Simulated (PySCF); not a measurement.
# CdC: from the state search to spectroscopic constants

Aim: find the lowest electronic state of CdC, scan its bond at several levels of theory, and get bond length, wavenumber and dissociation energy from each curve.

The runs use PySCF 2.14.0; Cd x2c-TZVPPall, C x2c-TZVPPall, spin-free X2C with a Gaussian nucleus.

**1. Input**

Settings of the job:

* atoms: Cd, C
* charge: 0
* basis: Cd x2c-TZVPPall, C x2c-TZVPPall
* Hamiltonian: spin-free X2C with a Gaussian nucleus
* basis functions: 110
* electrons treated: 54
* masses in u: 113.9034, 12.0000
* levels: PBE0, PBE, r²SCAN, LDA, revPBE, M06, TPSS, ωB97M-V, HF, MP2, SCS-MP2, CCSD, CCSD(T)
* grid: 80 radial by 434 angular points
* occupations: held fixed by the projection of orbital angular momentum
* dissociation limit: Cd + C, each in its ground configuration
* starting distance in angstrom: 2.110
* values of 2S to try: 0, 2

The run is started by

```bash
> OMP_NUM_THREADS=2 python dia.py task.json out
```

Further steps of the session: The PBE0 curve of the state that the search chose; Higher solutions at PBE0; PBE (GGA); r²SCAN; LDA (local density); revPBE; M06; TPSS (meta-GGA); ωB97M-V (range-separated hybrid); ROHF; Adding correlation.

**Question.** What will these runs give? Wanted: for each run, Re; ωe; De; μ.

**Answer**, as computed:

Lowest PBE0 solution found, without spin–orbit coupling: ³Σ⁻ (triplet), unpaired electrons π ↑↑. State 2 has its PBE0 minimum 0.45 eV higher, as a spin-mixed determinant (⟨S²⟩ = 1.01), so this is no gap between pure states. State 3 has its PBE0 minimum 0.95 eV higher. State 4 has its PBE0 minimum 1.19 eV higher, as a spin-mixed determinant (⟨S²⟩ = 1.02), so this is no gap between pure states. The other levels ran on the lowest alone.

```csv
level,Re (Å),ωe (cm⁻¹),De (eV),μ (D)
ROHF-MP2,2.122,410,0.74,n/a
ROHF-SCS-MP2,2.165,369,0.55,n/a
ROHF-CCSD,2.205,370,0.57,n/a
ROHF-CCSD(T),2.168,413,0.77,n/a
LDA,2.091,467,1.68,-2.95
PBE,2.160,414,1.27,-3.11
revPBE,2.183,396,1.11,-3.15
TPSS,2.175,408,1.20,-3.16
r²SCAN,2.158,423,1.19,-2.92
PBE0,2.176,405,1.03,-3.14
M06,2.212,358,0.82,-2.70
ωB97M-V,2.194,391,0.79,-3.13
```

De is counted to Cd + C in their ground configurations. A positive dipole means Cd(−)C(+). No constants: ROHF (no minimum is bracketed among the points kept). ⟨S²⟩ is off the pure value of 2.00 by over a tenth at PBE0 2.20, ωB97M-V 2.31.

Differences from CCSD(T) in the same basis:

```csv
level,Re (mÅ),ωe (%)
ROHF-MP2,-46,-0.7
ROHF-SCS-MP2,-3,-10.7
ROHF-CCSD,+37,-10.5
LDA,-77,+13.0
PBE,-9,+0.2
revPBE,+15,-4.1
TPSS,+7,-1.2
r²SCAN,-10,+2.4
PBE0,+8,-2.0
M06,+44,-13.4
ωB97M-V,+26,-5.4
```

What this shows: Judged by CCSD(T) in the same basis: best bond length ROHF-SCS-MP2 (-3 mÅ), worst LDA (-77 mÅ); best wavenumber PBE (+0.2 %), worst M06 (-13.4 %). Of the levels with a De here, ROHF-SCS-MP2 gives the least (0.55 eV) and LDA the most (1.68 eV).

Correlated steps freeze 15 core orbitals. Spin–orbit coupling is left out.
